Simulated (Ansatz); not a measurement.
# CH6BNOS: a ladder of functionals and wavefunction methods

The task here is to estimate one member of a computed series from the others.

Computed with Ansatz 0.2.0, Gaussian basis. Level: functionals in def2-TZVPP, the program's frozen cores in correlated methods.

Levels to be run: PBE-D4, r2SCAN-D4, PBE0-D4, B3LYP-D4, ωB97X-V, ωB97M-V, B2PLYP; CCSD(T)/def2-TZVPP; MP2/def2-QZVPP; extrapolation to the limit.

## The geometry

The geometry comes from an earlier relaxation with PBE0-D4 in a triple-zeta def2 set; it is a stationary point, not always the lowest conformer.

SMILES `OBNCS`, 11 atoms, charge 0, spin multiplicity 1.

Atoms are counted from 1 here; the program's logs count them from 0.

Bond lengths: O1–B2 1.360 Å, O1–H6 0.967 Å, B2–N3 1.417 Å, B2–H7 1.198 Å, N3–C4 1.432 Å, N3–H8 1.005 Å, C4–S5 1.829 Å, C4–H9 1.096 Å, C4–H10 1.089 Å, S5–H11 1.343 Å. Angles: B2–O1–H6 112.6°, O1–B2–N3 123.3°, O1–B2–H7 118.5°, N3–B2–H7 118.1°, B2–N3–C4 127.8°, B2–N3–H8 117.9°, C4–N3–H8 114.1°, N3–C4–S5 115.4°, N3–C4–H9 112.4°, N3–C4–H10 109.9°, S5–C4–H9 102.6°, S5–C4–H10 108.6°, H9–C4–H10 107.4°, C4–S5–H11 96.5°.

As a file:

```xyz
11
charge 0, multiplicity 1
O    -1.3018    1.2727    0.8746
B    -0.4381    0.3545    1.3839
N     0.5061   -0.3475    0.5948
C     0.8351   -0.1298   -0.7813
S    -0.5765   -0.1761   -1.9439
H    -1.3288    1.2626   -0.0915
H    -0.4753    0.1236    2.5585
H     1.0639   -1.0528    1.0443
H     1.2572    0.8661   -0.9567
H     1.5760   -0.8595   -1.1061
H    -1.0523   -1.3706   -1.5562
```

Set-up of the first run:

in.yaml reads:

```yaml
crystal:
  periodic: [false, false, false]
  atoms:
    - {symbol: O, position_ang: [-1.301801, 1.272705, 0.874627]}
    - {symbol: B, position_ang: [-0.438125, 0.354494, 1.383850]}
    - {symbol: N, position_ang: [0.506085, -0.347461, 0.594834]}
    - {symbol: C, position_ang: [0.835146, -0.129795, -0.781313]}
    - {symbol: S, position_ang: [-0.576496, -0.176119, -1.943853]}
    - {symbol: H, position_ang: [-1.328814, 1.262597, -0.091468]}
    - {symbol: H, position_ang: [-0.475278, 0.123584, 2.558539]}
    - {symbol: H, position_ang: [1.063916, -1.052833, 1.044257]}
    - {symbol: H, position_ang: [1.257221, 0.866057, -0.956656]}
    - {symbol: H, position_ang: [1.575962, -0.859491, -1.106093]}
    - {symbol: H, position_ang: [-1.052317, -1.370640, -1.556225]}
basis:
  gaussian: {orbitals: def2-TZVPP}
hamiltonian: {xc: pbe, dispersion: d4}
output: {forces: true, orbitals: {seedname: orbitals}}
```

Run with:

```sh
$ ansatz run in.yaml --threads 4 --pin off --events-out ev --progress --plain --max-ram 10444MiB
```

Steps of the session up to this table: PBE-D4 (GGA); r2SCAN-D4 (meta-GGA); PBE0-D4 (hybrid); B3LYP-D4 (hybrid); ωB97X-V (range-separated); ωB97M-V (range-separated); B2PLYP (double hybrid); CCSD(T) in def2-TZVPP; MP2 in def2-QZVPP.

One of the session's tables, all rows but one given; the rest of the session is left out.

| method | atomisation energy (kJ/mol) |
| --- | --- |
| PBE-D4 | 4255.3 |
| r2SCAN-D4 | 4159.5 |
| PBE0-D4 | 4163.9 |
| B3LYP-D4 | 4159.9 |
| ωB97X-V | 4163.0 |
| ωB97M-V | 4177.1 |
| B2PLYP | ? |
| HF/def2-TZVPP | 2947.2 |
| MP2/def2-TZVPP | 4104.3 |
| CCSD/def2-TZVPP | 3957.7 |
| CCSD(T)/def2-TZVPP | 4025.0 |
| MP2/CBS | 4221.5 |
| CCSD(T)/CBS | 4142.2 |

Q: Estimate the row for B2PLYP from the others.

**Answer.** atomisation energy (kJ/mol): 4108.2. In the column «atomisation energy (kJ/mol)» it lies between MP2/def2-TZVPP (4104.3) and CCSD(T)/CBS (4142.2).

Caveats from the session: Free atoms (1 O, 1 B, 1 N, 1 C, 1 S, 6 H) were run apart at each level; the atomisation energy is their sum less the molecule, without zero-point or spin-orbit terms.
